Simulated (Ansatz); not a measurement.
**H₈InNSi₂: small, medium and large basis sets**

The task here is to estimate one member of a computed series from the others.

The runs use Ansatz 0.2.0, Gaussian basis; one geometry, several basis sets.

The runs, in order: PBE0-D4/def2-SVP; ωB97M-V/def2-SVP; PBE0-D4/def2-QZVPP; ωB97M-V/def2-QZVPP; the functionals' def2-TZVPP values are taken from earlier runs.

## The relaxed structure

All runs share one geometry, relaxed beforehand with PBE0-D4 in a triple-zeta def2 set. In takes the def2 core potential; no spin-orbit term is included.

12 atoms, charge 0, spin multiplicity 1.

Atoms are counted from 1 here; the program's logs count them from 0.

Bond lengths: Si1–N2 1.727 Å, Si1–H5 1.488 Å, Si1–H6 1.491 Å, Si1–H7 1.491 Å, N2–Si3 1.727 Å, N2–In4 2.062 Å, Si3–H8 1.491 Å, Si3–H9 1.491 Å, Si3–H10 1.488 Å, In4–H11 1.708 Å, In4–H12 1.708 Å. Angles: N2–Si1–H5 109.4°, N2–Si1–H6 111.6°, N2–Si1–H7 111.7°, H5–Si1–H6 108.5°, H5–Si1–H7 108.4°, H6–Si1–H7 107.1°, Si1–N2–Si3 119.7°, Si1–N2–In4 120.2°, Si3–N2–In4 120.2°, N2–Si3–H8 111.6°, N2–Si3–H9 111.7°, N2–Si3–H10 109.3°, H8–Si3–H9 107.1°, H8–Si3–H10 108.5°, H9–Si3–H10 108.5°, N2–In4–H11 113.4°, N2–In4–H12 113.4°, H11–In4–H12 133.3°.

Set-up of the first run:

in.yaml

```yaml
crystal:
  periodic: [false, false, false]
  atoms:
    - {symbol: Si, position_ang: [-0.299397, 1.362635, -0.949854]}
    - {symbol: N, position_ang: [-0.023441, -0.071855, -0.028765]}
    - {symbol: Si, position_ang: [0.745113, 0.036531, 1.513926]}
    - {symbol: In, position_ang: [-0.606899, -1.906447, -0.768840]}
    - {symbol: H, position_ang: [-0.989097, 1.008021, -2.220036]}
    - {symbol: H, position_ang: [-1.147917, 2.338043, -0.206620]}
    - {symbol: H, position_ang: [0.977345, 2.057106, -1.284181]}
    - {symbol: H, position_ang: [-0.027226, 0.900321, 2.452661]}
    - {symbol: H, position_ang: [2.114408, 0.617923, 1.408311]}
    - {symbol: H, position_ang: [0.855350, -1.324130, 2.106599]}
    - {symbol: H, position_ang: [-1.355796, -1.812218, -2.300668]}
    - {symbol: H, position_ang: [-0.242453, -3.205910, 0.277476]}
basis:
  gaussian: {orbitals: def2-SVP}
hamiltonian: {xc: pbe0, dispersion: d4}
output: {orbitals: {seedname: orbitals}}
```

Launch:

```sh
> ansatz run in.yaml --threads 4 --pin off --events-out ev --progress --plain --max-ram 10444MiB
```

Steps of the session up to this table: PBE0-D4 in def2-SVP; ωB97M-V in def2-SVP; PBE0-D4 in def2-QZVPP; ωB97M-V in def2-QZVPP.

One table of the session follows, with a row left open; its other results are not shown here.

It belongs to the step «Functionals by basis». 

```
functional       basis  HOMO (eV)  LUMO (eV)
   PBE0-D4    def2-SVP      -7.36      -1.65
   PBE0-D4  def2-TZVPP      -7.44      -1.72
   PBE0-D4  def2-QZVPP      -7.45      -1.73
   ωB97M-V    def2-SVP      -9.55      -0.10
   ωB97M-V  def2-TZVPP          ?          ?
   ωB97M-V  def2-QZVPP      -9.70      -0.35
```

Q: Estimate the row for ωB97M-V, def2-TZVPP from the others.

As computed: HOMO (eV): -9.68; LUMO (eV): -0.31. In the column «HOMO (eV)» it lies between ωB97M-V, def2-QZVPP (-9.70) and ωB97M-V, def2-SVP (-9.55).
